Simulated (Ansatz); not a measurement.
# CH8OSi2: ionisation energy by level of theory

One table from this session's results is given with a row withheld; the runs are named, their logs left out.

Program: Ansatz 0.2.0, Gaussian basis. Level of theory: unrestricted cation, the program's frozen cores in correlated methods. These are calculated values, not measurements.

Plan: UKS PBE-D4/def2-TZVPP; UKS r2SCAN-D4/def2-TZVPP; UKS PBE0-D4/def2-TZVPP; UKS B3LYP-D4/def2-TZVPP; UKS wB97X-V/def2-TZVPP; UKS wB97M-V/def2-TZVPP; UKS B2PLYP/def2-TZVPP; UHF-CCSD(T)/def2-TZVPP; UHF-MP2/def2-QZVPP; extrapolation to the limit; then −ε(HOMO) from the neutral's earlier runs with LDA (SPW92), PBE-D4, revPBE-D4, BLYP-D4, r2SCAN-D4, B97M-V, PBE0-D4, B3LYP-D4, r2SCANh-D4, r2SCAN0-D4, HSE06-D4, BHLYP-D4, CAM-B3LYP-D4, LC-ωPBE, ωB97X-V, ωB97M-V.

### Structure used throughout

All runs share one geometry, relaxed beforehand with PBE0-D4 in a triple-zeta def2 set.

SMILES `C[SiH2]O[SiH3]`, 12 atoms, charge 0, spin multiplicity 1.

Atoms are counted from 1 here; the program's logs count them from 0.

Bond lengths: C1–Si2 1.856 Å, C1–H5 1.092 Å, C1–H6 1.093 Å, C1–H7 1.092 Å, Si2–O3 1.640 Å, Si2–H8 1.489 Å, Si2–H9 1.489 Å, O3–Si4 1.632 Å, Si4–H10 1.483 Å, Si4–H11 1.487 Å, Si4–H12 1.487 Å. Angles: Si2–C1–H5 110.9°, Si2–C1–H6 110.3°, Si2–C1–H7 110.9°, H5–C1–H6 108.2°, H5–C1–H7 108.3°, H6–C1–H7 108.2°, C1–Si2–O3 109.0°, C1–Si2–H8 110.7°, C1–Si2–H9 110.7°, O3–Si2–H8 109.1°, O3–Si2–H9 109.1°, H8–Si2–H9 108.3°, Si2–O3–Si4 145.8°, O3–Si4–H10 108.3°, O3–Si4–H11 110.4°, O3–Si4–H12 110.4°, H10–Si4–H11 109.4°, H10–Si4–H12 109.4° and more.

Set-up of the first run:

Input file in.yaml:

```yaml
crystal:
  periodic: [false, false, false]
  atoms:
    - {symbol: C, position_ang: [0.484732, 1.986008, -0.784743]}
    - {symbol: Si, position_ang: [0.883658, 0.332244, -0.042914]}
    - {symbol: O, position_ang: [-0.507774, -0.511537, 0.160893]}
    - {symbol: Si, position_ang: [-1.176851, -1.908201, 0.676313]}
    - {symbol: H, position_ang: [-0.003087, 1.869754, -1.755215]}
    - {symbol: H, position_ang: [1.399197, 2.567554, -0.930113]}
    - {symbol: H, position_ang: [-0.180824, 2.555055, -0.131659]}
    - {symbol: H, position_ang: [1.551883, 0.495230, 1.278118]}
    - {symbol: H, position_ang: [1.794116, -0.438771, -0.934438]}
    - {symbol: H, position_ang: [-2.644081, -1.823244, 0.475547]}
    - {symbol: H, position_ang: [-0.886454, -2.121115, 2.119121]}
    - {symbol: H, position_ang: [-0.637415, -3.058278, -0.096809]}
basis:
  gaussian: {orbitals: def2-TZVPP}
total_charge: 1
magnetization: {spin_polarized: true, initial_magnetization: 1}
hamiltonian: {xc: pbe, dispersion: d4}
```

Run with:

```sh
> ansatz run in.yaml --threads 2 --pin off --events-out ev --progress --plain --max-ram 32768MiB --backend cpu
```

Among the steps run: Cation, UKS PBE-D4/def2-TZVPP; Cation, UKS r2SCAN-D4/def2-TZVPP; Cation, UKS PBE0-D4/def2-TZVPP; Cation, UKS B3LYP-D4/def2-TZVPP; Cation, UKS wB97X-V/def2-TZVPP; Cation, UKS wB97M-V/def2-TZVPP; Cation, UKS B2PLYP (frozen core)/def2-TZVPP; Cation, UHF-CCSD(T)/def2-TZVPP; Cation, UHF-MP2/def2-QZVPP.

One table of the session follows, with a row left open; its other results are not shown here.

For comparison, −ε(HOMO) of the neutral from earlier runs:

| functional | −ε(HOMO) (eV) |
| --- | --- |
| LDA (SPW92) | 7.16 |
| PBE-D4 | 7.11 |
| revPBE-D4 | 7.09 |
| BLYP-D4 | 7.05 |
| r2SCAN-D4 | ? |
| B97M-V | 7.59 |
| PBE0-D4 | 8.52 |
| B3LYP-D4 | 8.34 |
| r2SCANh-D4 | 7.99 |
| r2SCAN0-D4 | 8.77 |
| HSE06-D4 | 8.12 |
| BHLYP-D4 | 9.91 |
| CAM-B3LYP-D4 | 9.96 |
| LC-ωPBE | 11.29 |
| ωB97X-V | 10.98 |
| ωB97M-V | 10.83 |

**Question.** Estimate the row for r2SCAN-D4.

Worked estimate for «−ε(HOMO) (eV)». Against the share of exact exchange, r2SCANh-D4 (0.1, 7.99), r2SCAN0-D4 (0.25, 8.77) give a slope of 5.20 per unit share; at 0 the line stands at 7.47.

**Answer.** −ε(HOMO) (eV): 7.47. In «−ε(HOMO) (eV)» the line misses by 0.00.
